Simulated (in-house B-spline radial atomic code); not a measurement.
# Bi⁸⁰⁺: Hartree-Fock with and without relativity

Wanted: relativistic shifts in Bi⁸⁰⁺, shell by shell.

Program: in-house B-spline radial atomic code version 1. Level of theory: Hartree-Fock averaged over the configuration, non-relativistic (point nucleus) and Dirac-Coulomb (finite nucleus); spherical all-electron atom at the radial basis limit. These are calculated values, not measurements, unless marked.

### 1 The system

* element: bismuth (Z = 83)
* charge: +80
* electrons: 3
* configuration: [He] 2s1
* nucleus: point (non-relativistic run); Fermi, rms radius 5.521 fm (Dirac runs)

Outer shells as boxes (Hund's rule):

[He] 2s1
```
[He] core
2s [↑ ]
```

The boxes draw the filling by Hund's rule, which heavy ions in jj coupling don't follow; these runs average over all states of the configuration.

### 2 Non-relativistic run

The run's settings:

```ini
Z = 83
electrons = 3.0
configuration = [He] 2s1
hamiltonian = nr
method = hf
spin_polarised = False
```

### 3 Dirac-Coulomb run

The run's settings:

```ini
Z = 83
electrons = 3.0
configuration = [He] 2s1
hamiltonian = dirac
method = hf
spin_polarised = False
nucleus = fermi
rms_radius = 5.5211
mass_number = 209
atomic_mass = 208.980398599
speed_of_light = 137.035999084
```

Q: How much does each shell's level and mean radius change with the Dirac Hamiltonian, and the total energy?

As calculated:

Levels and radii; the Dirac values are averaged over j with the occupations as weights.

| shell | ε non-rel. (eV) | ε Dirac (eV) | <r> non-rel. (bohr) | <r> Dirac (bohr) | change of <r> (%) |
| --- | --- | --- | --- | --- | --- |
| 1s | -91880.0 | -102130.0 | 0.01816 | 0.01572 | -13.44 |
| 2s | -22540.6 | -25711.7 | 0.07339 | 0.06298 | -14.19 |

The total energy moves by -885.65 hartree, or -12 %, between the two Hamiltonians (nuclear size included). First-order perturbation theory (mass-velocity plus Darwin) gives -703.78 hartree, which is 79 % of the full shift. The strongest contraction, averaged over j, is that of 2s (-14.19 %). Breit terms add 9.44 hartree and QED terms 14.7 hartree.
